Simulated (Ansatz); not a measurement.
# Sn3O: the cost of one run

Program: Ansatz 0.2.0. Level of theory: DFT PBE, scalar-relativistic, plane waves, PAW. These are calculated values, not measurements.

1 further run of the same task is left out (set aside as unsound or not needed).

## (1) The structure to begin with

Symmetry: P6_322, No. 182, hexagonal system. Conventional cell: a = 5.911 Å, b = 5.911 Å, c = 6.052 Å, α = 90.00°, β = 90.00°, γ = 120.00°. Around Sn (site symmetry 2) lie 2 O at 2.49 Å. Around O (site symmetry 32) lie 6 Sn at 2.49 Å.

As a file:

```cif
data_structure
_symmetry_space_group_name_H-M 'P 1'
_symmetry_Int_Tables_number 1
_cell_length_a 5.9107
_cell_length_b 5.9107
_cell_length_c 6.0518
_cell_angle_alpha 90.000
_cell_angle_beta 90.000
_cell_angle_gamma 120.000
_cell_volume 183.10
loop_
_atom_site_label
_atom_site_type_symbol
_atom_site_fract_x
_atom_site_fract_y
_atom_site_fract_z
_atom_site_occupancy
Sn1 Sn 0.33202 0.00000 0.00000 1
Sn2 Sn 0.33202 0.33202 0.50000 1
Sn3 Sn 0.00000 0.33202 0.00000 1
Sn4 Sn 0.66798 0.00000 0.50000 1
Sn5 Sn 0.66798 0.66798 0.00000 1
Sn6 Sn 0.00000 0.66798 0.50000 1
O1 O 0.33333 0.66667 0.25000 1
O2 O 0.66667 0.33333 0.75000 1
```

This is a trial structure built by rule; it need not be a known or stable form of this composition.

This cell was relaxed beforehand with the same method: volume 22.89 Å³/atom, gap on the mesh none (metal).

The cell was built by a swap of Zr by Sn in Zr3O; it need not be the stable form of this composition.

## (2) Field gradients

input.yaml reads:

```yaml
crystal:
  lattice:
    - [5.9106796783, 0.0, 0.0]
    - [-2.9553398392, 5.1187987551, 0.0]
    - [0.0, 0.0, 6.0517653244]
  atoms:
    - { symbol: Sn, position: [0.3320199628, 0.0, 0.0] }
    - { symbol: Sn, position: [0.3320199628, 0.3320199628, 0.5] }
    - { symbol: Sn, position: [0.0, 0.3320199628, 0.0] }
    - { symbol: Sn, position: [0.6679800372, 0.0, 0.5] }
    - { symbol: Sn, position: [0.6679800372, 0.6679800372, 0.0] }
    - { symbol: Sn, position: [0.0, 0.6679800372, 0.5] }
    - { symbol: O, position: [0.3333333333, 0.6666666667, 0.25] }
    - { symbol: O, position: [0.6666666667, 0.3333333333, 0.75] }
basis:
  ecutwfc: 420
kpoints:
  mp_grid: { grid: [6, 6, 6] }
hamiltonian:
  xc: pbe
scf:
  occupations: { method: fermi_dirac, width: 0.15 }
output:
  forces: true
  stress: true
  eigenvalues: true
  efg: {}
checkpoint:
  read: start.run
  write: ck
  compress: false
  write_wavefunctions: false
  write_every: 100000
```

Command:

```console
$ ansatz run input.yaml --threads 2 --pin off --max-ram 7168MiB --backend cpu --events-out ev --progress --plain --runs-dir out
```

**Question.** How long does this run take on 2 threads of Intel Xeon 6975P-C (Granite Rapids), shared host, and how much memory does it need?

About 5.7 s, with a peak of 0.59 GiB.
